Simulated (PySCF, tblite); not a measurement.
# C6H10BNO: geometry, infrared bands and NMR shifts

Wanted: the infrared bands and NMR shifts of C6H10BNO (`[BH3-][N+]#CCC(=C)C(C)=O`), by calculation.

The runs use tblite 0.8.0 and PySCF 2.14.0, with density-fitted response routines of our own; the level of theory stands in each step. All values are computed, except where a source is named. Atoms are numbered from 0 throughout.

### 1 Starting geometry

19 atoms, charge 0, multiplicity 1; geometry from: force field or distance geometry start.

Bonds of the start (Å): B0–N1 1.51, N1–C2 1.14, C2–C3 1.49, C3–C4 1.50, C4–C5 1.33, C4–C6 1.45, C6–C7 1.48, C6–O8 1.28, B0–H9 1.18, B0–H10 1.20, B0–H11 1.19, C3–H12 1.11, C3–H13 1.09, C5–H14 1.07, C5–H15 1.09, C7–H16 1.12, C7–H17 1.10, C7–H18 1.12.

### 2 Relaxing the molecule with GFN2-xTB

What the job is given:

```
{"job": {"kind": "relax", "xc": "GFN2-xTB", "basis": "xTB"}, "charge": 0, "multiplicity": 1}
B      3.188300    -0.228300     1.648900
N      2.228200    -0.174000     0.479700
C      1.498900    -0.155200    -0.394300
C      0.559300    -0.104500    -1.554800
C     -0.769500     0.245100    -0.958300
C     -1.337700     1.360500    -1.410000
C     -1.380800    -0.614000     0.035100
C     -2.691000    -0.330100     0.670300
O     -0.792100    -1.679000     0.429100
H      4.052900     0.556100     1.499200
H      2.540500     0.032700     2.627100
H      3.702000    -1.301900     1.744600
H      0.486300    -1.103700    -2.027600
H      0.863300     0.691900    -2.226900
H     -2.276700     1.749400    -1.084000
H     -0.803200     1.955500    -2.155100
H     -3.452700    -1.127100     0.446200
H     -3.094400     0.667200     0.446400
H     -2.531200    -0.431500     1.776700
```

On the command line:

```
$ OMP_NUM_THREADS=1 python probes_run.py task.json out
```

This one command runs all jobs of the session in turn.

**Question.** This job is followed by: GFN2-xTB harmonic vibrations, gas phase; GIAO PBE0/pcSseg-1 NMR shielding, non-relativistic, gas phase. Predict these results of the whole session: strongest single infrared mode (GFN2-xTB); zero-point energy (GFN2-xTB); ¹³C shifts against TMS (PBE0/pcSseg-1); ¹H shifts against TMS (PBE0/pcSseg-1, means over atoms taken as alike); ¹¹B shifts against BF3·OEt2 (PBE0/pcSseg-1); ¹⁵N shifts against NH3 (PBE0/pcSseg-1); ¹⁷O shifts against H2O (PBE0/pcSseg-1).

The runs gave:

| quantity | value |
| --- | --- |
| strongest single infrared mode (GFN2-xTB) | 1740 cm⁻¹, 263 km/mol |
| zero-point energy (GFN2-xTB) | 90.4 kcal/mol |
| ¹³C shifts against TMS (PBE0/pcSseg-1) | 203.3, 147.8, 134.7, 113.5, 29.1, 22.7 ppm |
| ¹H shifts against TMS (PBE0/pcSseg-1, means over atoms taken as alike) | 6.39, 6.37, 3.64, 2.60, 1.76 ppm |
| ¹¹B shifts against BF3·OEt2 (PBE0/pcSseg-1) | -43.6 ppm |
| ¹⁵N shifts against NH3 (PBE0/pcSseg-1) | 238.0 ppm |
| ¹⁷O shifts against H2O (PBE0/pcSseg-1) | 680.4 ppm |

In words: Over 126 steps the energy fell by 0.592 eV; of the close pairs, C6–O8 changed most, 1.279 to 1.208 Å. All 51 modes are real, so the xTB geometry is a minimum. The strongest single mode, at 1740 cm⁻¹, moves mainly C6 and O8. GFN2-xTB is a fitted tight-binding method: band positions and strengths are rough. Its intensities can rank the bands wrongly. C6 (ketone carbonyl carbon) lies farthest downfield among carbon, at 203.3 ppm; the double bond to the heteroatom, with no lone-pair donor beside it, deshields it most. At PBE0/pcSseg-1: Shielding is most anisotropic at O8 (span 1309 ppm, paramagnetic term -747 ppm).
